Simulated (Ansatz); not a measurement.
# InSb3 in Ansatz: the effect of functional

The system is InSb3.

```
Sb In
1.0
     4.83820    0.00000    0.00000
     0.00000    4.83820    0.00000
     0.00000    0.00000    4.83820
Sb In
3 1
Direct
  0.50000 0.50000 0.00000
  0.00000 0.50000 0.50000
  0.50000 0.00000 0.50000
  0.00000 0.00000 0.00000
```

The cell comes from a database or a generator and needn't be the stable form of this composition.

The cell isn't the ideal one: volume scaled by 1.02.

Alike in all runs:

* Program: Ansatz 0.2.0
* Task: single point
* Potentials or basis: Ansatz PAW
* k mesh: 6 × 6 × 6
* Occupations: fermi-dirac, width 0.05 eV
* Spin: no spin polarisation

**Question.** One run gave: pressure -0.8 GPa. Which functional did it use?
A. r2SCAN
B. LDA
C. PBE

**Answer.** C.

```csv
functional,cutoff,pressure (GPa)
LDA,420 eV (not typed: the program's choice for these potentials),-4.6
r2SCAN,500 eV (not typed: the program's choice for these potentials),-1.5
PBE,420 eV (not typed: the program's choice for these potentials),-0.8
```

Caveats: the PAW data sets come from PBE, with cores solved anew for the run's functional, which leaves a small shift of forces and pressure (some runs).
